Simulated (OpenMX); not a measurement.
Crystal: HfIn4SiO6.

```xyz
12
Lattice="5.2774 0.0000 0.0000 -2.6387 4.5704 0.0000 0.0000 0.0000 10.5590" Properties=species:S:1:pos:R:3 pbc="T T T"
Hf    2.6387    1.5234    0.0000
In    0.0000    0.0000    3.2148
In    0.0000    0.0000    7.3442
In    0.0000    3.0469    8.3331
In    0.0000    3.0469    2.2260
Si    0.0000    0.0000    0.0000
O     3.2747    3.2219    9.5002
O     1.4858    0.1234    1.0589
O     0.8498    1.2250    9.5002
O     2.0027    3.2219    1.0589
O     3.7916    0.1234    9.5002
O     4.4277    1.2250    1.0589
```

The cell was built by a generator and needn't be a form met in nature.

Base run:

| Property | Result |
| --- | --- |
| Program | OpenMX 3.8.5 |
| Functional | PBE |
| Potentials or basis | OpenMX 2013 PBE set, Hf7.0-s3p2d2, In7.0-s3p2d1, Si7.0-s2p1d1, O6.0-s2p2, grid cutoff 500 Ry |
| k mesh | 7 × 7 × 3 |
| Occupations | fermi-dirac, width 0.05 eV |
| Spin | no spin polarisation |

Its results: band gap on the k mesh 0.37 eV, indirect (least direct gap 1.84 eV); pressure 1.5 GPa; largest force 0.370 eV/Å.

The run is repeated on the same cell with these changes: potentials or basis from OpenMX 2013 PBE set, Hf7.0-s3p2d2, In7.0-s3p2d1, Si7.0-s2p1d1, O6.0-s2p2, grid cutoff 500 Ry to OpenMX 2013 PBE set, Hf7.0-s3p2d2f1, In7.0-s3p2d2, Si7.0-s2p2d1, O6.0-s2p2d1, grid cutoff 500 Ry. What comes out?

Band gap on the k mesh 0.26 eV, indirect (least direct gap 1.78 eV); pressure 0.4 GPa; largest force 0.410 eV/Å.

Caveats: spin-orbit coupling is left out, which moves the levels of the heavy elements; the basis of atomic orbitals isn't converged, which shifts pressures, moduli and gaps.

A k mesh can miss the band edges.
